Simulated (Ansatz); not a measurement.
**CH5FO2Zr: one species, many methods**

The task here is to estimate one member of a computed series from the others.

The runs use Ansatz 0.2.0, Gaussian basis; functionals in def2-TZVPP, the program's frozen cores in correlated methods.

The runs, in order: LDA (SPW92), PBE-D4, revPBE-D4, BLYP-D4, r2SCAN-D4, B97M-V, PBE0-D4, B3LYP-D4, r2SCANh-D4, r2SCAN0-D4, HSE06-D4, BHLYP-D4, CAM-B3LYP-D4, LC-ωPBE, ωB97X-V, ωB97M-V, B2PLYP, PBE-QIDH; CCSD(T)/def2-SVP; CCSD(T)/def2-TZVPP; MP2/def2-QZVPP; extrapolation to the limit; RPA on PBE.

1 further run of the same task is left out (for a known fault of the program). Runs told in other sessions of the task aren't counted.

### Structure used throughout

An earlier PBE0-D4 in a triple-zeta def2 set relaxation fixed the geometry. Zr takes the def2 core potential; no spin-orbit term is included.

SMILES `[CH3][Zr]([OH])([OH])[F]`, 10 atoms, charge 0, spin multiplicity 1.

Atoms are counted from 1 here; the program's logs count them from 0.

Bond lengths: C1–Zr2 2.224 Å, C1–H6 1.096 Å, C1–H7 1.096 Å, C1–H8 1.095 Å, Zr2–O3 1.915 Å, Zr2–O4 1.915 Å, Zr2–F5 1.917 Å, O3–H9 0.952 Å, O4–H10 0.952 Å. Angles: Zr2–C1–H6 111.0°, Zr2–C1–H7 111.0°, Zr2–C1–H8 111.4°, H6–C1–H7 107.8°, H6–C1–H8 107.7°, H7–C1–H8 107.7°, C1–Zr2–O3 105.6°, C1–Zr2–O4 105.6°, C1–Zr2–F5 106.7°, O3–Zr2–O4 114.5°, O3–Zr2–F5 111.8°, O4–Zr2–F5 111.8°, Zr2–O3–H9 167.5°, Zr2–O4–H10 167.8°.

The first run:

in.yaml

```yaml
crystal:
  periodic: [false, false, false]
  atoms:
    - {symbol: C, position_ang: [-1.449159, -0.494641, -0.413126]}
    - {symbol: Zr, position_ang: [0.407394, 0.534342, 0.251683]}
    - {symbol: O, position_ang: [1.058324, -0.483477, 1.738106]}
    - {symbol: O, position_ang: [1.567118, 0.543386, -1.272622]}
    - {symbol: F, position_ang: [-0.102057, 2.308058, 0.770840]}
    - {symbol: H, position_ang: [-2.186057, -0.537485, 0.396988]}
    - {symbol: H, position_ang: [-1.908930, 0.030806, -1.257925]}
    - {symbol: H, position_ang: [-1.245036, -1.522555, -0.732111]}
    - {symbol: H, position_ang: [1.567840, -0.925953, 2.409989]}
    - {symbol: H, position_ang: [2.290563, 0.547500, -1.891811]}
basis:
  gaussian: {orbitals: def2-TZVPP}
hamiltonian: {xc: lda}
output: {orbitals: {seedname: orbitals}}
```

The run is started by

```sh
> ansatz run in.yaml --threads 4 --pin off --events-out ev --progress --plain --max-ram 10444MiB
```

Among the steps run: LDA; PBE-D4 (GGA); revPBE-D4 (GGA); BLYP-D4 (GGA); r2SCAN-D4 (meta-GGA); B97M-V (meta-GGA); B3LYP-D4 (hybrid); r2SCANh-D4 (hybrid); r2SCAN0-D4 (hybrid); HSE06-D4 (hybrid); BHLYP-D4 (hybrid); CAM-B3LYP-D4 (range-separated); LC-ωPBE (range-separated); ωB97X-V (range-separated); ωB97M-V (range-separated); B2PLYP (double hybrid); PBE-QIDH (double hybrid).

One table of the session follows, with a row left open; its other results are not shown here.

It belongs to the step «Orbital energies across the functionals». 

```
  functional  HOMO (eV)  gap (eV)
 LDA (SPW92)      -6.30      4.91
      PBE-D4      -6.14      5.00
   revPBE-D4      -6.08      5.04
     BLYP-D4      -6.02      4.97
   r2SCAN-D4      -6.42      5.52
      B97M-V      -6.49      5.61
     PBE0-D4      -7.48      7.26
    B3LYP-D4      -7.25      6.72
  r2SCANh-D4      -6.92      6.36
  r2SCAN0-D4      -7.67      7.63
    HSE06-D4      -7.08      6.50
    BHLYP-D4      -8.72      8.89
CAM-B3LYP-D4      -8.87      9.18
     LC-ωPBE     -10.24     11.54
     ωB97X-V          ?         ?
     ωB97M-V      -9.76     10.37
```

Q: Estimate the row for ωB97X-V from the others.

The run gave: HOMO (eV): -9.88; gap (eV): 11.07. In the column «HOMO (eV)» it lies between LC-ωPBE (-10.24) and ωB97M-V (-9.76).
